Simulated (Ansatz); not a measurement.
**AlHClO (SMILES [O][AlH][Cl]) at U-r2SCAN/STO-3G**

Aim: the electronic atomisation energy of AlHClO at U-r2SCAN/STO-3G, from 5 runs. 

The results are computed with Ansatz 0.2.0.

60 further runs of the same task are left out: 7 that didn't finish, 53 set aside as unsound or not needed.

## 1. The structure to begin with

The species is AlHClO (4 atoms), meant as a doublet with charge 0. SMILES: `[O][AlH][Cl]`. The coordinates come from a PBE0-D4/def2-TZVP relaxation.

Bond lengths: O1–Al2 1.729 Å, Al2–Cl3 2.081 Å, Al2–H4 1.566 Å. Angles: O1–Al2–Cl3 116.2°, O1–Al2–H4 118.8°, Cl3–Al2–H4 125.0°.

## 2. The energy at U-r2SCAN/STO-3G

Input file run.yaml:

```yaml
crystal:
  periodic: [false, false, false]
  atoms:
    - {symbol: O, position_ang: [0.290600, -1.035900, 1.350600]}
    - {symbol: Al, position_ang: [0.118400, 0.049000, 0.015600]}
    - {symbol: Cl, position_ang: [-1.573200, -0.210600, -1.168800]}
    - {symbol: H, position_ang: [1.219700, 1.137300, -0.217800]}
basis:
  gaussian:
    orbitals: STO-3G
magnetization:
  spin_polarized: true
  initial_magnetization: 1
hamiltonian:
  xc: r2scan
accuracy: high
```

Run with:

```bash
$ ansatz run run.yaml --threads 1 --pin off --max-ram 2610MiB --events-out events.jsonl --progress --plain --runs-dir runs
```

The log of the run:

```text
Warning: RAYON_NUM_THREADS=1 ignored (pool sized by the plan → 1); use --threads N
Functional definition: r2SCAN
  name "r2SCAN"
  parameter k0 = 0.174
  parameter k1 = 0.065
  parameter a1 = 4.9479
  exchange = r2scan_x(k0 = k0, k1 = k1, a1 = a1)
  correlation = r2scan_c
432 factors; integrals over basis functions are off by at most 2.4e-8 eV
mean field evaluation 1: about -20935.2745 eV, gradient 1.9e1 eV
mean field evaluation 2: about -20925.9116 eV, gradient 4.5e1 eV
mean field evaluation 4: about -20938.1244 eV, gradient 2.1e0 eV
mean field evaluation 8: about -20938.1378 eV, gradient 2.7e-2 eV
mean field evaluation 16: about -20938.1378 eV, gradient 3.3e-4 eV
mean field -20938.13781042 eV, -769.4623721533 hartree, gradient 4.5e-8 eV, S^2 0.755670; 2 other end points of the search recorded, 0 dependent functions left out
reference -20938.13781103 eV, -769.4623721758 hartree; 20, 19 occupied and 4, 5 virtual orbitals, 432 factors
Total energy: -20938.13781103 eV, -769.4623721758 hartree
```

It took 8.1 s on 1 thread of Arm Neoverse V1, shared host; peak memory 0.24 GiB.

## 3. The Al atom

Input file run.yaml:

```yaml
basis:
  gaussian:
    orbitals: STO-3G
crystal:
  periodic: [false, false, false]
  atoms:
    - symbol: Al
      position_ang: [0.000000, 0.000000, 0.000000]
magnetization:
  spin_polarized: true
  initial_magnetization: 1
hamiltonian:
  xc: {name: r2SCAN}
accuracy: high
```

Run the same way, it converges to -239.28216 Eh (log not shown).

## 4. The Cl atom at the same level

Input file job.yaml:

```yaml
basis:
  gaussian:
    orbitals: STO-3G
crystal:
  periodic: [false, false, false]
  atoms:
    - {symbol: Cl, position_ang: [0.000000, 0.000000, 0.000000]}
magnetization:
  spin_polarized: true
  initial_magnetization: 1
hamiltonian:
  xc: {name: r2SCAN}
accuracy: high
```

Run the same way, it converges to -455.11379 Eh (log not shown).

## 5. The H atom

Input file in.yaml:

```yaml
crystal:
  periodic: [false, false, false]
  atoms:
    - {symbol: H, position_ang: [0.000000, 0.000000, 0.000000]}
basis:
  gaussian: {orbitals: STO-3G}
magnetization: {spin_polarized: true, initial_magnetization: 1}
hamiltonian: {xc: {name: r2SCAN}}
accuracy: high
```

Run with:

```bash
$ ansatz run in.yaml --threads 1 --pin off --max-ram 2610MiB --events-out events.jsonl --progress --plain --runs-dir runs
```

The log of the run:

```text
Warning: RAYON_NUM_THREADS=1 ignored (pool sized by the plan → 1); use --threads N
Functional definition: r2SCAN
  name "r2SCAN"
  parameter k0 = 0.174
  parameter k1 = 0.065
  parameter a1 = 4.9479
  exchange = r2scan_x(k0 = k0, k1 = k1, a1 = a1)
  correlation = r2scan_c
1 factors; integrals over basis functions are off by at most 4.6e-10 eV
mean field evaluation 1: about -12.6930 eV, gradient 0.0e0 eV
mean field evaluation 2: about -12.6930 eV, gradient 0.0e0 eV
mean field -12.69300701 eV, -0.4664594041 hartree, gradient 0.0e0 eV, S^2 0.750000; 0 other end points of the search recorded, 0 dependent functions left out
reference -12.69300747 eV, -0.4664594207 hartree; 1, 0 occupied and 0, 1 virtual orbitals, 1 factors
Total energy: -12.69300747 eV, -0.4664594207 hartree
```

It took 0.34 s on 1 thread of Arm Neoverse V1, shared host.

## 6. The O atom

Input file molecule.yaml:

```yaml
crystal:
  periodic: [false, false, false]
  atoms:
    - {symbol: O, position_ang: [0.000000, 0.000000, 0.000000]}
basis:
  gaussian: {orbitals: STO-3G}
hamiltonian: {xc: r2scan}
accuracy: high
magnetization: {spin_polarized: true, initial_magnetization: 2}
```

Run with:

```bash
$ ansatz run molecule.yaml --threads 1 --pin off --max-ram 2610MiB --events-out events.jsonl --progress --plain --runs-dir runs
```

The log of the run:

```text
Warning: RAYON_NUM_THREADS=1 ignored (pool sized by the plan → 1); use --threads N
Functional definition: r2SCAN
  name "r2SCAN"
  parameter k0 = 0.174
  parameter k1 = 0.065
  parameter a1 = 4.9479
  exchange = r2scan_x(k0 = k0, k1 = k1, a1 = a1)
  correlation = r2scan_c
15 factors; integrals over basis functions are off by at most 1.1e-9 eV
mean field evaluation 1: about -2014.0609 eV, gradient 2.7e-10 eV
mean field evaluation 2: about -2014.0576 eV, gradient 2.1e-10 eV
mean field evaluation 4: about -2014.0576 eV, gradient 0.0e0 eV
mean field -2014.05760635 eV, -74.0152518562 hartree, gradient 0.0e0 eV, S^2 2.000000; 0 other end points of the search recorded, 0 dependent functions left out
reference -2014.05760645 eV, -74.0152518597 hartree; 5, 3 occupied and 0, 2 virtual orbitals, 15 factors
Total energy: -2014.05760645 eV, -74.0152518597 hartree
```

Run time: 0.62 s. Hardware: 1 thread of Arm Neoverse V1, shared host; peak memory 0.094 GiB.

## 7. Outcome

At U-r2SCAN/STO-3G:

| quantity | value |
| --- | --- |
| molecule: total energy | -769.46237 Eh |
| molecule: ⟨S²⟩ | 0.756 |
| Al atom: total energy | -239.28216 Eh |
| Al atom: ⟨S²⟩ | 0.750 |
| Cl atom: total energy | -455.11379 Eh |
| Cl atom: ⟨S²⟩ | 0.750 |
| H atom: total energy | -0.46646 Eh |
| H atom: ⟨S²⟩ | 0.750 |
| O atom: total energy | -74.01525 Eh |
| O atom: ⟨S²⟩ | 2.000 |
| electronic atomisation energy | 15.911 eV |

Taking the molecule apart into free atoms costs 15.91 eV (367 kcal/mol), before zero-point energy and without spin-orbit coupling. In a minimal basis such a difference can be off by several eV, whatever the method.
